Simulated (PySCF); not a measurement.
**A gas-phase reaction: ClFZn + H3N → ClH2NZn + FH**

Aim: the reaction energy of `[F][Zn][Cl]` + `N` → `[NH2][Zn][Cl]` + `F`.

Programs: PySCF 2.14.0. All values are calculated, for the isolated system unless a continuum is named. Atoms count from 0, parts from 1.

## 1. Starting point

Each species was relaxed by itself at PBE0-D3(BJ)/def2-SVPD.

## 2. Energies of the species: wB97M-D3(BJ)/def2-TZVPD

What the job is given:

```
{"job": {"kind": "react", "xc": "wB97M-D3(BJ)", "basis": "def2-TZVPD"}, "charge": 0, "multiplicity": 1}
-1 ClFZn charge 0 multiplicity 1
F     -1.471280    -0.494270     1.035040
Zn    -0.093300    -0.031230     0.066100
Cl     1.564590     0.525500    -1.101150

-1 H3N charge 0 multiplicity 1
N      0.006270    -0.000410     0.284460
H     -0.376120     0.864950    -0.085400
H     -0.557240    -0.759240    -0.087720
H      0.939820    -0.103960    -0.102370

+1 ClH2NZn charge 0 multiplicity 1
N      0.332960    -0.335000     0.784820
Zn    -0.321380     0.322320    -0.755950
Cl    -1.092050     1.096610    -2.570740
H      1.241640    -0.765800     0.876600
H     -0.161180    -0.318100     1.665260

+1 FH charge 0 multiplicity 1
F      0.457650     0.016010     0.044500
H     -0.457660    -0.016010    -0.044500
```

With the program's defaults for keys left out, this is: wB97M-D3(BJ)/def2-TZVPD reaction energy of separated species, gas phase.

Command:

```console
> OMP_NUM_THREADS=1 python cluster_run.py task.json out
```

The driver reads the jobs from task.json and runs them one after another.

What it wrote:

```text
species 1 (ClFZn)
coarse grid: 19056 points
cycle   1  E = -2339.5376691691  dE = -2.450e-01  |g| = 1.043e+00  |ddm| = 1.578e+00
cycle   2  E = -2339.4023141847  dE =  1.354e-01  |g| = 1.738e+00  |ddm| = 1.315e+00
cycle   3  E = -2339.6787978131  dE = -2.765e-01  |g| = 8.340e-02  |ddm| = 6.590e-01
cycle   4  E = -2339.6802822026  dE = -1.484e-03  |g| = 2.617e-02  |ddm| = 1.090e-01
cycle   5  E = -2339.6804530736  dE = -1.709e-04  |g| = 5.965e-03  |ddm| = 2.511e-02
cycle   6  E = -2339.6804756861  dE = -2.261e-05  |g| = 3.583e-03  |ddm| = 1.343e-02
cycle   7  E = -2339.6804783440  dE = -2.658e-06  |g| = 1.236e-03  |ddm| = 3.387e-03
final grid: 36392 points
cycle   8  E = -2339.6803924708  dE = -7.037e-07  |g| = 1.587e-03  |ddm| = 2.199e-03
cycle   9  E = -2339.6803923878  dE =  8.298e-08  |g| = 2.162e-03  |ddm| = 1.516e-03
cycle  10  E = -2339.6803928096  dE = -4.218e-07  |g| = 2.279e-04  |ddm| = 6.310e-04
cycle  11  E = -2339.6803928195  dE = -9.944e-09  |g| = 1.076e-04  |ddm| = 1.998e-04
cycle  12  E = -2339.6803928259  dE = -6.322e-09  |g| = 3.060e-05  |ddm| = 2.436e-04
cycle  13  E = -2339.6803928261  dE = -1.946e-10  |g| = 3.626e-06  |ddm| = 4.572e-05
converged SCF energy = -2339.6803928261

species 2 (H3N)
coarse grid: 12536 points
cycle   1  E = -56.5694011658  dE = -1.294e-01  |g| = 3.024e-01  |ddm| = 1.089e+00
cycle   2  E = -56.5779554647  dE = -8.554e-03  |g| = 2.716e-01  |ddm| = 2.676e-01
cycle   3  E = -56.5918775378  dE = -1.392e-02  |g| = 2.124e-02  |ddm| = 1.115e-01
cycle   4  E = -56.5919831553  dE = -1.056e-04  |g| = 5.194e-03  |ddm| = 1.729e-02
cycle   5  E = -56.5919942935  dE = -1.114e-05  |g| = 7.323e-04  |ddm| = 8.721e-03
cycle   6  E = -56.5919947087  dE = -4.152e-07  |g| = 1.111e-04  |ddm| = 3.177e-03
final grid: 27112 points
cycle   7  E = -56.5919837123  dE = -1.534e-08  |g| = 6.447e-05  |ddm| = 6.659e-04
cycle   8  E = -56.5919837143  dE = -1.976e-09  |g| = 5.253e-05  |ddm| = 2.171e-04
cycle   9  E = -56.5919837150  dE = -6.605e-10  |g| = 1.202e-05  |ddm| = 4.727e-05
converged SCF energy = -56.5919837150

species 3 (ClH2NZn)
coarse grid: 23824 points
cycle   1  E = -2295.6424263114  dE = -2.074e-01  |g| = 9.128e-01  |ddm| = 1.796e+00
cycle   2  E = -2295.5786278754  dE =  6.380e-02  |g| = 1.473e+00  |ddm| = 1.348e+00
cycle   3  E = -2295.7441583096  dE = -1.655e-01  |g| = 9.218e-02  |ddm| = 5.754e-01
cycle   4  E = -2295.7461411748  dE = -1.983e-03  |g| = 3.624e-02  |ddm| = 1.141e-01
cycle   5  E = -2295.7464731296  dE = -3.320e-04  |g| = 1.247e-02  |ddm| = 3.477e-02
cycle   6  E = -2295.7465301343  dE = -5.700e-05  |g| = 5.221e-03  |ddm| = 1.687e-02
cycle   7  E = -2295.7465427023  dE = -1.257e-05  |g| = 1.366e-03  |ddm| = 8.964e-03
cycle   8  E = -2295.7465437515  dE = -1.049e-06  |g| = 2.975e-04  |ddm| = 3.589e-03
final grid: 46520 points
cycle   9  E = -2295.7464074612  dE = -8.072e-08  |g| = 1.923e-04  |ddm| = 1.366e-03
cycle  10  E = -2295.7464074664  dE = -5.198e-09  |g| = 2.594e-04  |ddm| = 2.826e-04
cycle  11  E = -2295.7464074723  dE = -5.906e-09  |g| = 4.042e-05  |ddm| = 1.156e-04
cycle  12  E = -2295.7464074731  dE = -8.004e-10  |g| = 2.699e-05  |ddm| = 7.478e-05
converged SCF energy = -2295.7464074731

species 4 (FH)
coarse grid: 7776 points
cycle   1  E = -100.4688246368  dE = -9.408e-02  |g| = 4.644e-01  |ddm| = 6.197e-01
cycle   2  E = -100.4725057479  dE = -3.681e-03  |g| = 5.038e-01  |ddm| = 3.808e-01
cycle   3  E = -100.5053197858  dE = -3.281e-02  |g| = 2.574e-02  |ddm| = 1.678e-01
cycle   4  E = -100.5053957634  dE = -7.598e-05  |g| = 5.006e-03  |ddm| = 1.077e-02
cycle   5  E = -100.5054004044  dE = -4.641e-06  |g| = 4.334e-04  |ddm| = 3.766e-03
final grid: 16976 points
cycle   6  E = -100.5053931569  dE = -6.415e-08  |g| = 1.035e-04  |ddm| = 8.205e-04
cycle   7  E = -100.5053931603  dE = -3.459e-09  |g| = 7.637e-05  |ddm| = 2.163e-04
cycle   8  E = -100.5053931611  dE = -7.658e-10  |g| = 2.133e-05  |ddm| = 3.706e-05
converged SCF energy = -100.5053931611

Reaction energy = 12.526 kcal/mol
```

It took 23 s on 1 thread of Arm Neoverse N1, shared host; peak memory 0.55 GiB.

Species by species (with the dispersion term, which the log's SCF energies lack):

| ν | species | energy (Eh) | HOMO (eV) |
| --- | --- | --- | --- |
| -1 | [F][Zn][Cl] | -2339.68199 | -11.80 |
| -1 | N | -56.59358 | -10.26 |
| +1 | [NH2][Zn][Cl] | -2295.74997 | -9.61 |
| +1 | F | -100.50563 | -14.54 |

## 3. Energies of the species: PBE0-D3(BJ)/def2-TZVPD

The job, as its differences from that of step 2:

```diff
@@ -1,2 +1,2 @@
-{"job": {"kind": "react", "xc": "wB97M-D3(BJ)", "basis": "def2-TZVPD"}, "charge": 0, "multiplicity": 1}
+{"job": {"kind": "react", "xc": "PBE0", "basis": "def2-TZVPD", "disp": "d3bj"}, "charge": 0, "multiplicity": 1}
 -1 ClFZn charge 0 multiplicity 1
```

Level: PBE0-D3(BJ)/def2-TZVPD reaction energy of separated species, gas phase.

What it wrote:

```text
species 1 (ClFZn)
coarse grid: 19056 points
cycle   1  E = -2338.9194046394  dE = -1.769e-01  |g| = 1.160e+00  |ddm| = 1.646e+00
cycle   2  E = -2338.3088060920  dE =  6.106e-01  |g| = 2.586e+00  |ddm| = 2.104e+00
cycle   3  E = -2339.0801860377  dE = -7.714e-01  |g| = 2.550e-01  |ddm| = 1.423e+00
cycle   4  E = -2339.0870722890  dE = -6.886e-03  |g| = 1.416e-01  |ddm| = 2.070e-01
cycle   5  E = -2339.0895748687  dE = -2.503e-03  |g| = 2.023e-02  |ddm| = 5.468e-02
cycle   6  E = -2339.0896684176  dE = -9.355e-05  |g| = 7.347e-03  |ddm| = 2.162e-02
cycle   7  E = -2339.0896761282  dE = -7.711e-06  |g| = 6.618e-04  |ddm| = 4.356e-03
final grid: 36392 points
cycle   8  E = -2339.0896969845  dE = -2.417e-07  |g| = 6.943e-04  |ddm| = 1.093e-03
cycle   9  E = -2339.0896969413  dE =  4.320e-08  |g| = 9.921e-04  |ddm| = 7.883e-04
cycle  10  E = -2339.0896970571  dE = -1.158e-07  |g| = 1.925e-04  |ddm| = 4.169e-04
cycle  11  E = -2339.0896970614  dE = -4.349e-09  |g| = 1.443e-05  |ddm| = 8.372e-05
cycle  12  E = -2339.0896970614  dE =  1.819e-12  |g| = 1.298e-05  |ddm| = 1.031e-05
converged SCF energy = -2339.0896970614

species 2 (H3N)
coarse grid: 2928 points
cycle   1  E = -56.4892848460  dE = -9.637e-02  |g| = 3.707e-01  |ddm| = 1.102e+00
cycle   2  E = -56.4628611150  dE =  2.642e-02  |g| = 5.179e-01  |ddm| = 4.437e-01
cycle   3  E = -56.5199601955  dE = -5.710e-02  |g| = 1.577e-02  |ddm| = 2.489e-01
cycle   4  E = -56.5200087935  dE = -4.860e-05  |g| = 3.353e-03  |ddm| = 8.653e-03
cycle   5  E = -56.5200109637  dE = -2.170e-06  |g| = 3.224e-04  |ddm| = 2.233e-03
final grid: 27112 points
cycle   6  E = -56.5150234107  dE = -1.164e-05  |g| = 5.594e-03  |ddm| = 1.599e-02
cycle   7  E = -56.5150179772  dE =  5.434e-06  |g| = 7.658e-03  |ddm| = 6.023e-03
cycle   8  E = -56.5150296589  dE = -1.168e-05  |g| = 1.327e-04  |ddm| = 3.450e-03
cycle   9  E = -56.5150296628  dE = -3.903e-09  |g| = 3.229e-05  |ddm| = 9.942e-05
cycle  10  E = -56.5150296630  dE = -2.806e-10  |g| = 3.579e-06  |ddm| = 2.427e-05
converged SCF energy = -56.5150296630

species 3 (ClH2NZn)
coarse grid: 23824 points
cycle   1  E = -2295.0512478744  dE = -1.723e-01  |g| = 1.071e+00  |ddm| = 1.898e+00
cycle   2  E = -2294.7385845017  dE =  3.127e-01  |g| = 2.102e+00  |ddm| = 2.030e+00
cycle   3  E = -2295.1882855331  dE = -4.497e-01  |g| = 9.033e-02  |ddm| = 1.242e+00
cycle   4  E = -2295.1894848692  dE = -1.199e-03  |g| = 5.257e-02  |ddm| = 1.440e-01
cycle   5  E = -2295.1901000776  dE = -6.152e-04  |g| = 1.045e-02  |ddm| = 4.604e-02
cycle   6  E = -2295.1901153971  dE = -1.532e-05  |g| = 5.425e-03  |ddm| = 8.234e-03
cycle   7  E = -2295.1901200947  dE = -4.698e-06  |g| = 5.944e-04  |ddm| = 3.182e-03
final grid: 46520 points
cycle   8  E = -2295.1901014873  dE = -1.821e-08  |g| = 7.587e-04  |ddm| = 1.609e-03
cycle   9  E = -2295.1901013556  dE =  1.317e-07  |g| = 1.399e-03  |ddm| = 1.365e-03
cycle  10  E = -2295.1901015856  dE = -2.300e-07  |g| = 1.838e-04  |ddm| = 7.290e-04
cycle  11  E = -2295.1901015906  dE = -4.989e-09  |g| = 2.710e-05  |ddm| = 1.014e-04
cycle  12  E = -2295.1901015907  dE = -1.301e-10  |g| = 5.490e-06  |ddm| = 1.732e-05
converged SCF energy = -2295.1901015907

species 4 (FH)
coarse grid: 1712 points
cycle   1  E = -100.3540331750  dE = -3.605e-02  |g| = 4.957e-01  |ddm| = 6.253e-01
cycle   2  E = -100.3145177620  dE =  3.952e-02  |g| = 7.429e-01  |ddm| = 5.125e-01
cycle   3  E = -100.3937528848  dE = -7.924e-02  |g| = 2.284e-02  |ddm| = 2.892e-01
cycle   4  E = -100.3938284548  dE = -7.557e-05  |g| = 4.204e-03  |ddm| = 9.787e-03
cycle   5  E = -100.3938304382  dE = -1.983e-06  |g| = 3.553e-04  |ddm| = 1.247e-03
final grid: 16976 points
cycle   6  E = -100.3948393767  dE = -1.849e-05  |g| = 3.962e-03  |ddm| = 7.406e-03
cycle   7  E = -100.3948374899  dE =  1.887e-06  |g| = 5.445e-03  |ddm| = 3.324e-03
cycle   8  E = -100.3948415001  dE = -4.010e-06  |g| = 1.004e-04  |ddm| = 1.994e-03
cycle   9  E = -100.3948415014  dE = -1.307e-09  |g| = 1.789e-05  |ddm| = 3.962e-05
cycle  10  E = -100.3948415014  dE = -4.880e-11  |g| = 3.040e-06  |ddm| = 1.029e-05
converged SCF energy = -100.3948415014

Reaction energy = 12.001 kcal/mol
```

Run time: 13 s. Hardware: 1 thread of Arm Neoverse N1, shared host; peak memory 0.53 GiB.

Reaction energy at this level: 12.00 kcal/mol.

## 4. Reaction energy: MP2/def2-TZVPD

The job, as its differences from that of step 3:

```diff
@@ -1,2 +1,2 @@
-{"job": {"kind": "react", "xc": "PBE0", "basis": "def2-TZVPD", "disp": "d3bj"}, "charge": 0, "multiplicity": 1}
+{"job": {"kind": "react", "xc": "MP2", "basis": "def2-TZVPD"}, "charge": 0, "multiplicity": 1}
 -1 ClFZn charge 0 multiplicity 1
```

With the program's defaults for keys left out, this is: MP2/def2-TZVPD reaction energy of separated species, gas phase.

What it wrote:

```text
species 1 (ClFZn)
final grid: 36392 points
cycle   1  E = -2336.8113010624  dE = -3.711e-01  |g| = 6.727e-01  |ddm| = 1.558e+00
cycle   2  E = -2336.8516425386  dE = -4.034e-02  |g| = 6.373e-01  |ddm| = 6.171e-01
cycle   3  E = -2336.8922197171  dE = -4.058e-02  |g| = 6.608e-02  |ddm| = 2.250e-01
cycle   4  E = -2336.8929480517  dE = -7.283e-04  |g| = 3.217e-02  |ddm| = 5.700e-02
cycle   5  E = -2336.8931330186  dE = -1.850e-04  |g| = 8.263e-03  |ddm| = 3.092e-02
cycle   6  E = -2336.8931560087  dE = -2.299e-05  |g| = 2.423e-03  |ddm| = 1.040e-02
cycle   7  E = -2336.8931595387  dE = -3.530e-06  |g| = 6.566e-04  |ddm| = 4.922e-03
cycle   8  E = -2336.8931598559  dE = -3.172e-07  |g| = 1.714e-04  |ddm| = 1.459e-03
cycle   9  E = -2336.8931598726  dE = -1.669e-08  |g| = 4.130e-05  |ddm| = 2.850e-04
cycle  10  E = -2336.8931598739  dE = -1.227e-09  |g| = 1.311e-05  |ddm| = 8.082e-05
cycle  11  E = -2336.8931598740  dE = -1.119e-10  |g| = 4.327e-06  |ddm| = 2.844e-05
converged SCF energy = -2336.8931598740

species 2 (H3N)
final grid: 27112 points
cycle   1  E = -56.2058934448  dE = -1.621e-01  |g| = 2.298e-01  |ddm| = 1.073e+00
cycle   2  E = -56.2178838061  dE = -1.199e-02  |g| = 7.796e-02  |ddm| = 1.404e-01
cycle   3  E = -56.2190890735  dE = -1.205e-03  |g| = 2.444e-02  |ddm| = 4.021e-02
cycle   4  E = -56.2192483991  dE = -1.593e-04  |g| = 5.225e-03  |ddm| = 1.749e-02
cycle   5  E = -56.2192625307  dE = -1.413e-05  |g| = 1.112e-03  |ddm| = 7.204e-03
cycle   6  E = -56.2192637502  dE = -1.220e-06  |g| = 2.935e-04  |ddm| = 3.286e-03
cycle   7  E = -56.2192638449  dE = -9.467e-08  |g| = 4.961e-05  |ddm| = 9.839e-04
cycle   8  E = -56.2192638469  dE = -2.081e-09  |g| = 4.563e-06  |ddm| = 1.082e-04
cycle   9  E = -56.2192638470  dE = -1.378e-11  |g| = 5.841e-07  |ddm| = 2.273e-05
converged SCF energy = -56.2192638470

species 3 (ClH2NZn)
final grid: 46520 points
cycle   1  E = -2292.9719919143  dE = -2.627e-01  |g| = 4.743e-01  |ddm| = 1.758e+00
cycle   2  E = -2293.0024253454  dE = -3.043e-02  |g| = 4.618e-01  |ddm| = 5.998e-01
cycle   3  E = -2293.0194330628  dE = -1.701e-02  |g| = 5.663e-02  |ddm| = 1.750e-01
cycle   4  E = -2293.0204258204  dE = -9.928e-04  |g| = 2.327e-02  |ddm| = 7.785e-02
cycle   5  E = -2293.0206354989  dE = -2.097e-04  |g| = 7.077e-03  |ddm| = 3.231e-02
cycle   6  E = -2293.0206643331  dE = -2.883e-05  |g| = 2.987e-03  |ddm| = 1.268e-02
cycle   7  E = -2293.0206696180  dE = -5.285e-06  |g| = 1.042e-03  |ddm| = 4.725e-03
cycle   8  E = -2293.0206703444  dE = -7.263e-07  |g| = 2.171e-04  |ddm| = 1.834e-03
cycle   9  E = -2293.0206703848  dE = -4.048e-08  |g| = 5.458e-05  |ddm| = 4.852e-04
cycle  10  E = -2293.0206703874  dE = -2.531e-09  |g| = 1.378e-05  |ddm| = 1.640e-04
cycle  11  E = -2293.0206703875  dE = -1.160e-10  |g| = 4.053e-06  |ddm| = 3.417e-05
converged SCF energy = -2293.0206703875

species 4 (FH)
final grid: 16976 points
cycle   1  E = -100.0371204500  dE = -1.649e-01  |g| = 4.007e-01  |ddm| = 6.032e-01
cycle   2  E = -100.0578880250  dE = -2.077e-02  |g| = 2.336e-01  |ddm| = 2.533e-01
cycle   3  E = -100.0646343098  dE = -6.746e-03  |g| = 2.356e-02  |ddm| = 8.091e-02
cycle   4  E = -100.0647517357  dE = -1.174e-04  |g| = 6.199e-03  |ddm| = 1.253e-02
cycle   5  E = -100.0647674468  dE = -1.571e-05  |g| = 1.459e-03  |ddm| = 5.121e-03
cycle   6  E = -100.0647687198  dE = -1.273e-06  |g| = 2.290e-04  |ddm| = 1.848e-03
cycle   7  E = -100.0647687541  dE = -3.438e-08  |g| = 1.958e-05  |ddm| = 4.211e-04
cycle   8  E = -100.0647687543  dE = -1.858e-10  |g| = 2.360e-06  |ddm| = 2.495e-05
converged SCF energy = -100.0647687543

Reaction energy = 10.233 kcal/mol
```

Wall time 7.5 s (1 thread of Arm Neoverse N1, shared host); peak memory 0.43 GiB.

Reaction energy at this level: 10.23 kcal/mol.

## 5. Comparing the runs

Energies in kcal/mol, with wall time:

| run | reaction | time |
| --- | --- | --- |
| wB97M-D3(BJ)/def2-TZVPD | 12.53 | 23 s |
| PBE0-D3(BJ)/def2-TZVPD | 12.00 | 13 s |
| MP2/def2-TZVPD | 10.23 | 7.5 s |

## 6. What came out

```
                                                quantity                    value
               reaction energy (wB97M-D3(BJ)/def2-TZVPD)           12.53 kcal/mol
                     ΔH, ΔG at 298 K (xTB thermal terms)    +11.2, +11.5 kcal/mol
range of the reaction energy over the runs of this table  10.23 to 12.53 kcal/mol
```

The reaction is endothermic by 11.2 kcal/mol in the gas phase; dispersion gives -0.39, and xTB itself gave 22.76 for the electronic energy (xTB energies and thermal terms come from the earlier relaxation of each species, not shown). No barrier was sought. xTB and this level differ widely in the electronic energy, so what comes from xTB (the thermal terms above all) is less safe here. The reaction energy runs from 10.23 (MP2/def2-TZVPD) to 12.53 kcal/mol (wB97M-D3(BJ)/def2-TZVPD).
